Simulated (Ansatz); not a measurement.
# Lu2Sc3N: the cost of one run

Method: DFT PBE, scalar-relativistic, plane waves, PAW, in Ansatz 0.2.0.

### 1 The structure to begin with

It takes space group P-6m2 (No. 187, hexagonal). Conventional cell: a = 4.249 Å, b = 4.249 Å, c = 9.256 Å, α = 90.00°, β = 90.00°, γ = 120.00°. Lu (site symmetry 3m) is surrounded by 9 Sc at 3.36 to 3.38 Å and 3 N at 3.38 Å. Sc (site symmetry -6m2) has 3 Sc at 2.45 Å as nearest neighbours. Around Sc (site symmetry -6m2) lie 3 N at 2.45 Å. N (site symmetry -6m2) is surrounded by 3 Sc at 2.45 Å and 6 Lu at 3.38 Å.

Structure file:

```xyz
6
Lattice="4.2488 0.0000 0.0000 -2.1244 3.6796 0.0000 0.0000 0.0000 9.2559" Properties=species:S:1:pos:R:3 pbc="T T T"
Lu    0.0000    2.4531    2.3294
Lu    0.0000    2.4531    6.9264
Sc    2.1244    1.2265    4.6279
Sc    0.0000    0.0000    0.0000
Sc    0.0000    0.0000    4.6279
N     2.1244    1.2265    0.0000
```

A structure generator made this guess: species swapped into a database cell of Sr2Al3Ge (P-6m2, No. 187), with Lu on the Sr sites, Sc on the Al sites and N on the Ge sites. Lengths come from tabulated atomic sizes and are only a guess.

### 2 A first look at the guess

input.yaml reads:

```yaml
crystal:
  lattice:
    - [4.24883284, 0.0, 0.0]
    - [-2.12441642, 3.67959718, 0.0]
    - [0.0, 0.0, 9.25586426]
  atoms:
    - { symbol: Lu, position: [0.33333333, 0.66666667, 0.251672] }
    - { symbol: Lu, position: [0.33333333, 0.66666667, 0.748328] }
    - { symbol: Sc, position: [0.66666667, 0.33333333, 0.5] }
    - { symbol: Sc, position: [0.0, 0.0, 0.0] }
    - { symbol: Sc, position: [0.0, 0.0, 0.5] }
    - { symbol: "N", position: [0.66666667, 0.33333333, 0.0] }
basis:
  ecutwfc: 420
kpoints:
  mp_grid: { grid: [6, 6, 2] }
hamiltonian:
  xc: pbe
scf:
  occupations: { method: gaussian, width: 0.1 }
  lower_state_search: "off"
output:
  forces: true
  stress: true
  eigenvalues: true
```

The run is started by

```bash
> ansatz run input.yaml --threads 1 --pin off --max-ram 2560MiB --backend cpu --events-out ev --progress --plain --runs-dir out
```

**Question.** How long does this run take on 1 thread of Arm Neoverse V2, shared host, and how much memory does it need?

About 12 s, with a peak of 0.4 GiB.
